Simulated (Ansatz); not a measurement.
The system is Co4Ge.

```
Ge Co
1.0
     1.31250    0.75777    9.86265
    -1.31250    0.75777    9.86265
     0.00000   -1.51554    9.86265
Ge Co
1 4
Direct
  0.00000 0.00000 0.00000
  0.59884 0.59884 0.59884
  0.20032 0.20032 0.20032
  0.79968 0.79968 0.79968
  0.40116 0.40116 0.40116
```

The cell comes from a database or a generator and needn't be the stable form of this composition.

Base run:

| Quantity | Value |
| --- | --- |
| Program | Ansatz 0.2.0 |
| Functional | PBEsol |
| Potentials or basis | Ansatz PAW |
| Cutoff | 420 eV |
| Density cutoff | 1680 eV |
| k mesh | 12 × 12 × 12 |
| Occupations | fermi-dirac, width 0.05 eV |
| Spin | collinear spin, ferromagnetic start |
| Starting moments | [0.0, 2.0, 2.0, 2.0, 2.0] μB |

Its results: band gap on the k mesh none (metal or under the smearing width); pressure -8.6 GPa; net moment 5.90 μB per cell; site moments Ge -0.03; Co +1.32, +1.78 μB; largest force 0.053 eV/Å.

After a change of settings the same cell gave: band gap on the k mesh none (metal or under the smearing width); pressure 9.0 GPa; net moment 5.82 μB per cell; site moments Ge -0.03; Co +1.30, +1.75 μB; largest force 0.098 eV/Å. Which change was it?
A. functional from PBEsol to BLYP
B. functional from PBEsol to PBE
C. functional from PBEsol to r2SCAN; cutoff from 420 eV to 500 eV; density cutoff from 1680 eV to 2000 eV
D. functional from PBEsol to RPBE

A.

BLYP binds less tightly than PBEsol, so the same cell stands under more pressure.

Caveats: the PAW data sets come from PBE, with cores solved anew for the run's functional, which leaves a small shift of forces and pressure; the potentials were made for another functional, which shifts forces and pressure (some runs).

Not every run made on this cell is shown here.
